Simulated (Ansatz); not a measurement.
# Er4Cl: the cost of one run

Program: Ansatz 0.2.0. Level of theory: DFT PBE, scalar-relativistic, plane waves, PAW; 4f electrons in the core of a trivalent norm-conserving potential. These are calculated values, not measurements.

1 further run of the same task is left out (it didn't finish).

**1. Starting point**

The structure is hexagonal, space group P6/mmm (No. 191). Conventional cell: a = 4.475 Å, b = 4.475 Å, c = 8.652 Å, α = 90.00°, β = 90.00°, γ = 120.00°. Er (site symmetry -6m2) is surrounded by 3 Cl at 2.58 Å and 3 Er at 2.58 Å. Around Er (site symmetry 6mm) lie 1 Cl at 2.62 Å. Cl (site symmetry 6/mmm) is surrounded by 8 Er at 2.58 to 2.62 Å.

Coordinates:

```
CELL_PARAMETERS angstrom
4.47550 0.00000 0.00000
-2.23775 3.87589 0.00000
0.00000 0.00000 8.65157
ATOMIC_POSITIONS crystal
Er 0.33333 0.66667 0.00000
Er 0.66667 0.33333 0.00000
Er 0.00000 0.00000 0.69747
Er 0.00000 0.00000 0.30253
Cl 0.00000 0.00000 0.00000
```

Recipe of the guess: random cell by space group and Wyckoff sites (P6/mmm, No. 191). The dimensions are guesses.

**2. The guess as it stands, on a coarse mesh**

Contents of input.yaml:

```yaml
crystal:
  lattice:
    - [4.47549774, 0.0, 0.0]
    - [-2.23774887, 3.87589474, 0.0]
    - [0.0, 0.0, 8.65157434]
  atoms:
    - { symbol: Er, position: [0.33333333, 0.66666667, 0.0] }
    - { symbol: Er, position: [0.66666667, 0.33333333, 0.0] }
    - { symbol: Er, position: [0.0, 0.0, 0.69746532] }
    - { symbol: Er, position: [0.0, 0.0, 0.30253468] }
    - { symbol: Cl, position: [0.0, 0.0, 0.0] }
basis:
  ecutwfc: 770
kpoints:
  mp_grid: { grid: [6, 6, 2] }
hamiltonian:
  xc: pbe
  pseudopotentials:
    kind: paw
    azcp: { Er: "pseudopotentials/pbe/nc/lanthanide_3plus/Er.nc.azcp" }
scf:
  occupations: { method: gaussian, width: 0.1 }
  lower_state_search: "off"
output:
  forces: true
  stress: true
  eigenvalues: true
```

On the command line:

```bash
$ ansatz run input.yaml --threads 1 --pin off --max-ram 2560MiB --backend cpu --events-out ev --progress --plain --runs-dir out
```

What time and memory should one allow on 1 thread of Arm Neoverse V1, shared host?

About 10 s, with a peak of 0.49 GiB.
